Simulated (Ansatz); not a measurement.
# SiSe (P-6m2) in Ansatz: further runs

One crystal, SiSe, is run at these levels: PBE; tasks: band structure.

All numbers are computed with Ansatz 0.2.0; they aren't measurements. Logs are shortened: lines on timing, memory, paths and dates and some standing lists are left out, and cuts for length are marked.

### 1 Starting point

The structure is hexagonal, space group P-6m2 (No. 187). The conventional cell has a = 3.595 Å, b = 3.595 Å, c = 3.599 Å, α = 90.00°, β = 90.00°, γ = 120.00°. Si (site symmetry -6m2) has 6 Se at 2.75 Å as nearest neighbours. Around Se (site symmetry -6m2) lie 6 Si at 2.75 Å.

The cell was built by a generator and needn't be a form met in nature.

### 2 Band structure, PBE

input.yaml

```yaml
crystal:
  lattice:
    - [3.5952, 0.0, 0.0]
    - [-1.7976, 3.11353, 0.0]
    - [0.0, 0.0, 3.59873]
  atoms:
    - { symbol: Si, position: [0.66667, 0.33333, 0.5] }
    - { symbol: Se, position: [0.0, 0.0, 0.0] }
hamiltonian:
  xc: pbe
  pseudopotentials: { kind: nc, source: spms }
kpoints:
  mp_grid: { grid: [9, 9, 7] }
  band_path:
    path:
      - [[0.0, 0.0, 0.0], [0.5, 0.0, 0.0], [0.3333333333, 0.3333333333, 0.0], [0.0, 0.0, 0.0], [0.0, 0.0, 0.5], [0.5, 0.0, 0.5], [0.3333333333, 0.3333333333, 0.5], [0.0, 0.0, 0.5]]
      - [[0.5, 0.0, 0.5], [0.5, 0.0, 0.0]]
      - [[0.3333333333, 0.3333333333, 0.0], [0.3333333333, 0.3333333333, 0.5]]
    npoints: 14
scf:
  occupations: { method: fermi_dirac, width: 0.05 }
  n_extra_bands: 6
output:
  forces: true
  stress: true
  eigenvalues: true
  fatbands: false
```

Potentials or basis: SPMS NC.

Launch:

```console
ansatz run input.yaml --threads 2 --pin off --max-ram 5632MiB --backend cpu --events-out ev --progress --plain --runs-dir out
```

The program printed:

```text
Warning: the atoms were moved onto the symmetric positions of the space group found under crystal.symmetry.tolerance 1.0e-5 (fractional; no operation is sought that the atoms, as they stand in a round, miss by more than twice it, and no atom is moved by as much as it), and the run uses the moved positions. Before a round's move an operation carried an atom to 1.80e-5 Å from where it should land, the largest such distance. Atom 0 (counting from 0) moved farthest, by 2.08e-5 Å; the longest move in fractions of the cell, of whichever atom, is 0.47 of the tolerance, in 1 round. To run the atoms as typed, lower crystal.symmetry.tolerance until the operations that they miss are no longer found, or set crystal.symmetry.detect: false (a key that needs symmetry detection or time reversal refuses this as the deck is read). The positions used, in the order of the run's atom list: position: [0.6666666666666667, 0.3333333333333333, 0.5]; position: [5.5510939473021013e-17, -1.8503646491007004e-17, 0.0]; The lattice was moved too: crystal.lattice keeps the space group found at crystal.symmetry.tolerance 1.0e-5 only nearly: the operation that it misses by the most changes a squared length by the fraction 2.52e-6. The run uses the lattice that is a stretch of the typed one, with no rotation, onto the one that keeps every operation to a double's rounding (on a very oblique basis the stretch itself rounds by more); the deck's lattice vector that moved farthest moved by 2.62e-6 Å. To run the lattice as typed, set crystal.symmetry.tolerance under 2.52e-6, the least fraction by which an operation that the lattice misses changes a squared length (the same key also sets how far an atom may lie from its image, so lowering it can lose operations that the atoms keep only within it), or set crystal.symmetry.detect: false, as for the atoms. crystal.lattice made exact, in Å and degrees: [[3.5951973836309277, 0.0, 0.0], [-1.7975986918154638, 3.1135322658437317, 0.0], [0.0, 0.0, 3.59873]]. Pasted over the deck's crystal.lattice, beside positions in fractional coordinates, it runs the same cell (given as lengths and angles, that cell in the form's own orientation, a rigid turn of the misfit's size from the one run here, for which a checkpoint.post_process_only pass over this run's state can be refused: where this run relaxes nothing, give such a pass this deck's own crystal.lattice, as typed; behind a relaxation, as crystal.lattice, the state's own cell, identity.cell in its checkpoint.json), and a matrix so pasted ends this notice, except on a very skew basis of the lattice, where the rounding of the pasted numbers themselves can read as a misfit: the cell is then moved again, and that move is told again. The lattice as run is in this notice's lattice.as_run_ang field (Run.prep()["deck_notices"] in Python, the deck_notice line of an events file, deck_notices of ansatz run --dry-run=json, or deck_notices in record.json in the deck's checkpoint.write directory).
Warning: RAYON_NUM_THREADS=2 ignored (pool sized by the plan → 2); use --threads N
scf.n_extra_bands = 6 over 10 filled bands (N_el = 20.0): the run solves 16 bands
Engine: ansatz 0.2.0, x86_64-unknown-linux-gnu
Pseudopotentials: kind: nc
Pseudopotential: Si, nc, valence charge 4, recommended cutoff 408.17079368981996 eV (normal), Si.nc.azcp
Pseudopotential: Se, nc, valence charge 16, recommended cutoff 816.3415873796399 eV (normal), Se.nc.azcp
Functional definition: PBE
  parameter kappa = 0.804
  parameter beta = 0.06672455060314922
  exchange = pbe_x(kappa = kappa, mu = beta*pi^2/3)
  correlation = pbe_c(beta = beta)
Crystal: 2 atoms, lattice volume = 40.283 Å³
Basis set: ecut = 816.3415873796399 eV, 2147 PW (Γ), exchange–correlation on 72×72×72 points (8 copies of the dense FFT grid, shifted against one another)
Bands: 16, of which v1, the nominal top of the filled ones, is band 10 counted from 1 (9 counted from 0)
Symmetry: 12 space group operations
Space group: P-6m2 (ITA 187), of the structure as read, at distance tolerance 3.4e-5 Å
k-points: 48 of 567 (time reversal used)
Non-local potential: Si, projectors of the file, l = 0: 2, l = 1: 2, l = 2: 2
Non-local potential: Se, projectors of the file, l = 0: 2, l = 1: 2, l = 2: 2
Initial density: superposition of atomic densities (chi_scale 0.1, normalization cell, long waves kept (reshape's long-wave potential 0.00 eV rms))
Initial wavefunctions: pseudopotential atomic-orbital guess
Functional: x = pbe(κ = 0.804, μ = 0.2195149727645171), c = pbe(β = 0.06672455060314922)
SCF iter   1: F=—  HF=-3238.589496 eV  |F-HF|=—  |Δ(HF+E_count)|=         —  Δρ=2.04e-2  dr2=1.65e-1  ethr=3.10e-3  ⟨swp⟩=5.9  Hψ=4272  notcnv=0  defer=5
preconditioner: auto → none  [metal: Δε(μ)=0.078 eV  Ē_g=11.858 eV  σ=0.050 eV  W_gap=0.33  n_scr=8 (ndim 8)  ℏωp=18.5 eV  f_vac=0.000  D(μ)=1.19/eV (n_scr^D=8)  sad-step TF]
SCF iter   2: F=—  HF=-3238.558726 eV  |F-HF|=—  |Δ(HF+E_count)|=   3.08e-2  Δρ=1.13e-2  dr2=4.47e-2  ethr=8.26e-4  ⟨swp⟩=1.9  Hψ=1241  notcnv=0  defer=27
SCF iter   3: F=—  HF=-3238.553740 eV  |F-HF|=—  |Δ(HF+E_count)|=   4.99e-3  Δρ=3.53e-3  dr2=9.43e-3  ethr=2.24e-4  ⟨swp⟩=3.0  Hψ=1138  notcnv=0  defer=68
SCF iter   4: F=—  HF=-3238.551286 eV  |F-HF|=—  |Δ(HF+E_count)|=   2.45e-3  Δρ=4.96e-4  dr2=4.29e-5  ethr=4.72e-5  ⟨swp⟩=2.2  Hψ=874  notcnv=0  defer=68
SCF iter   5: F=—  HF=-3238.551322 eV  |F-HF|=—  |Δ(HF+E_count)|=   3.65e-5  Δρ=1.20e-4  dr2=2.05e-6  ethr=2.15e-7  ⟨swp⟩=2.3  Hψ=1069  notcnv=0  defer=68
SCF iter   6: F=-3238.551325 eV  HF=-3238.551325 eV  |F-HF|=8.17e-9  |Δ(HF+E_count)|=   2.51e-6  Δρ=9.57e-6  dr2=3.05e-8  ethr=5.00e-10  ⟨swp⟩=8.6  Hψ=4182  notcnv=0
SCF 1 converged in 6 iterations: F = -3238.551325 eV  dr2 = 3.05e-8
NSCF: frozen V_eff on 129 k-points
SCF converged after 6 iterations
Free energy (F): -3238.551325 eV
Harris-Foulkes:  -3238.551325 eV  (|F-HF|=8.17e-9)
Internal energy: -3238.543502 eV  (E = F + TS)
E sigma→0 (E₀):  -3238.547413 eV
Entropy (-TS):   -0.007823 eV (-3.911 meV/atom)
Fermi energy:    9.946134 eV
--- Per-component energies (eV) ---
  E_band       = -346.499578
  E_kinetic    = 1814.557281
  E_local      = -2181.484118  (includes V_loc(G=0)·N_el)
  E_nonlocal   = -1344.723490
  E_hartree    = 920.219763
  E_xc         = -622.725378
  E_vxc        = -475.284428  (∫ρ·V_xc dr)
  E_ewald      = -1824.387560
  E_smearing   = -0.007823  (= −TS)
  E_closure    = -0.000000  (closes the sum)
  Σ components = -3238.551325   (vs F -3238.551325, Δ=0.00e0)
--- Forces (eV/Å), atoms counted from 1 ---
  atom   1  Si    -0.00000000     0.00000000     0.00000000
  atom   2  Se    -0.00000000     0.00000000     0.00000000
  max |Σ_I F_I| component: 1.67e-16 eV/Å
--- Stress (GPa, compression-positive) ---
        0.077450       0.000000       0.000000
        0.000000       0.077450       0.000000
        0.000000       0.000000       0.839186
  P = ⅓ Tr σ = 0.3314 GPa (3.314 kbar)
--- Band table (eV; the first three rows and the last of 48) ---
  k-point 0: bands = ["-38.4325", "-38.4141", "-38.4141", "-38.3797", "-38.3797", "-5.3794", "5.1444", "6.1903", "8.0961", "8.0961", "12.7494", "12.7494", "13.3738", "16.6097", "17.9086", "20.5139"]
  k-point 1: bands = ["-38.4322", "-38.4141", "-38.4141", "-38.3797", "-38.3797", "-5.2132", "3.3847", "7.8038", "8.2491", "8.2491", "12.8183", "12.8183", "14.0672", "16.0165", "18.1342", "18.5198"]
  k-point 2: bands = ["-38.4316", "-38.4142", "-38.4142", "-38.3796", "-38.3796", "-4.7666", "1.4562", "8.6537", "8.6537", "9.4422", "12.8655", "12.8655", "14.0589", "16.7476", "17.0258", "17.0258"]
  k-point 47: bands = ["-38.4305", "-38.4147", "-38.4147", "-38.3790", "-38.3789", "-2.8968", "3.2523", "4.0904", "4.8322", "5.6884", "8.2154", "15.6138", "16.1699", "19.2957", "20.8477", "21.4731"]
```

bands.tsv:

```text
# k_distance	band_0	band_1	band_2	band_3	band_4	band_5	band_6	band_7	band_8	band_9	band_10	band_11	band_12	band_13	band_14	band_15
# fermi_ev = 9.946134
# lock_threshold_ev = 1e-6
[... 144 lines left out ...]
7.945198	-48.376702	-48.360812	-48.360767	-48.325109	-48.325011	-12.894327	-7.002271	-5.679434	-4.678396	-4.459760	-1.399293	5.567527	6.000851	9.037672	11.317928	11.728523
8.007554	-48.376652	-48.360837	-48.360791	-48.325108	-48.325010	-12.842949	-6.693836	-5.855766	-5.113959	-4.257685	-1.730738	5.667678	6.223814	9.349564	10.901544	11.526997
8.069909	-48.376609	-48.360829	-48.360782	-48.325098	-48.325001	-12.810224	-6.374444	-5.963708	-5.509766	-4.104498	-1.961741	5.728223	6.362433	9.675350	10.508638	11.392329
8.132264	-48.376609	-48.360849	-48.360801	-48.325105	-48.325008	-12.798993	-6.157306	-6.000064	-5.752403	-4.045167	-2.047052	5.748497	6.409604	9.908729	10.252315	11.345581
```

It took 6.2 s on 2 threads of Intel Xeon Platinum 8259CL at 2.50GHz (Skylake/Cascade Lake), shared host; peak memory 0.42 GiB.

What came out:

| Property | Result |
| --- | --- |
| Free energy | -3238.5513 eV |
| Pressure | 0.3 GPa |
| Band gap on the k mesh | none (metal or under the smearing width) |

Levels at the corners of the path, in eV from the Fermi level:
```csv
point,band 8,band 9,band 10,band 11,band 12,band 13
Γ,-3.76,-1.85,-1.85,2.80,2.80,3.43
M,-3.45,-1.99,-1.87,1.85,1.88,3.53
K,-5.91,-1.64,1.17,1.27,1.62,3.63
Γ,-3.76,-1.85,-1.85,2.80,2.80,3.43
A,-0.79,-0.79,1.45,2.04,2.64,2.64
L,-6.12,-5.38,-1.98,0.90,2.50,2.51
H,-6.00,-5.75,-4.05,-2.05,5.75,6.41
A,-0.79,-0.79,1.45,2.04,2.64,2.64
L,-6.12,-5.38,-1.98,0.90,2.50,2.51
M,-3.45,-1.99,-1.87,1.85,1.88,3.53
K,-5.91,-1.64,1.17,1.27,1.62,3.63
H,-6.00,-5.75,-4.05,-2.05,5.75,6.41
```

### 3 Band structure, PBE

input.yaml, as its differences from that of step 2:

```diff
@@ -10,3 +10,3 @@
   xc: pbe
-  pseudopotentials: { kind: nc, source: spms }
+  pseudopotentials: { kind: nc, accuracy: standard }
 kpoints:
@@ -26,2 +26,2 @@
   eigenvalues: true
-  fatbands: false
+  fatbands: true
```

Potentials or basis: PseudoDojo standard (PBE files).

Launch:

```console
ansatz run input.yaml --threads 2 --pin off --max-ram 5632MiB --backend cpu --events-out ev --progress --plain --runs-dir out
```

Run time: 14 s. Hardware: 2 threads of Intel Xeon Platinum 8259CL at 2.50GHz (Skylake/Cascade Lake), shared host; peak memory 0.53 GiB.

Results (log left out):

- Free energy: -3413.6299 eV
- Pressure: 0.3 GPa
- Band gap on the k mesh: none (metal or under the smearing width)

Stress tensor (GPa, compression positive):
```
0.09 0.00 0.00
0.00 0.09 0.00
0.00 0.00 0.86
```

Levels at the corners of the path, in eV from the Fermi level:
```tsv
point	band 6	band 7	band 8	band 9	band 10	band 11	band 12	band 13	band 14	band 15
Γ	-15.33	-4.80	-3.76	-1.85	-1.85	2.80	2.80	3.43	6.66	7.96
M	-13.78	-8.84	-3.45	-1.99	-1.87	1.84	1.87	3.53	5.36	9.41
K	-13.53	-8.68	-5.91	-1.64	1.17	1.27	1.61	3.63	6.71	7.62
Γ	-15.33	-4.80	-3.76	-1.85	-1.85	2.80	2.80	3.43	6.66	7.96
A	-14.14	-9.94	-0.79	-0.79	1.46	2.04	2.64	2.64	7.25	7.25
L	-12.98	-7.29	-6.12	-5.39	-1.98	0.90	2.50	2.51	10.73	10.77
H	-12.80	-6.16	-6.00	-5.75	-4.05	-2.05	5.75	6.41	9.91	10.25
A	-14.14	-9.94	-0.79	-0.79	1.46	2.04	2.64	2.64	7.25	7.25
L	-12.98	-7.29	-6.12	-5.39	-1.98	0.90	2.50	2.51	10.73	10.77
M	-13.78	-8.84	-3.45	-1.99	-1.87	1.84	1.87	3.53	5.36	9.41
K	-13.53	-8.68	-5.91	-1.64	1.17	1.27	1.61	3.63	6.71	7.62
H	-12.80	-6.16	-6.00	-5.75	-4.05	-2.05	5.75	6.41	9.91	10.25
```

### 4 Band structure, PBE

input.yaml, as its differences from that of step 3:

```diff
@@ -10,3 +10,3 @@
   xc: pbe
-  pseudopotentials: { kind: nc, accuracy: standard }
+  pseudopotentials: { kind: nc, accuracy: stringent }
 kpoints:
@@ -26,2 +26,2 @@
   eigenvalues: true
-  fatbands: true
+  fatbands: false
```

Potentials or basis: PseudoDojo stringent (PBE files).

Launch:

```console
ansatz run input.yaml --threads 2 --pin off --max-ram 5632MiB --backend cpu --events-out ev --progress --plain --runs-dir out
```

It took 15 s on 2 threads of Intel Xeon Platinum 8259CL at 2.50GHz (Skylake/Cascade Lake), shared host; peak memory 0.64 GiB.

Results (log left out):

| Item | Value |
| --- | --- |
| Free energy | -9319.2189 eV |
| Pressure | 0.4 GPa |
| Band gap on the k mesh | none (metal or under the smearing width) |

Stress tensor (GPa, compression positive):
```
0.11 0.00 0.00
0.00 0.11 0.00
0.00 0.00 0.90
```

Levels at the corners of the path, in eV from the Fermi level:
```csv
point,band 11,band 12,band 13,band 14,band 15,band 16,band 17,band 18
Γ,-4.80,-3.76,-1.85,-1.85,2.80,2.80,3.43,6.66
M,-8.84,-3.45,-1.99,-1.87,1.84,1.87,3.53,5.36
K,-8.68,-5.91,-1.64,1.17,1.27,1.61,3.63,6.72
Γ,-4.80,-3.76,-1.85,-1.85,2.80,2.80,3.43,6.66
A,-9.94,-0.79,-0.79,1.46,2.04,2.64,2.64,7.25
L,-7.29,-6.12,-5.39,-1.98,0.90,2.50,2.52,10.74
H,-6.16,-6.00,-5.75,-4.05,-2.05,5.75,6.41,9.91
A,-9.94,-0.79,-0.79,1.46,2.04,2.64,2.64,7.25
L,-7.29,-6.12,-5.39,-1.98,0.90,2.50,2.52,10.74
M,-8.84,-3.45,-1.99,-1.87,1.84,1.87,3.53,5.36
K,-8.68,-5.91,-1.64,1.17,1.27,1.61,3.63,6.72
H,-6.16,-6.00,-5.75,-4.05,-2.05,5.75,6.41,9.91
```

[end of part 1 of 2]
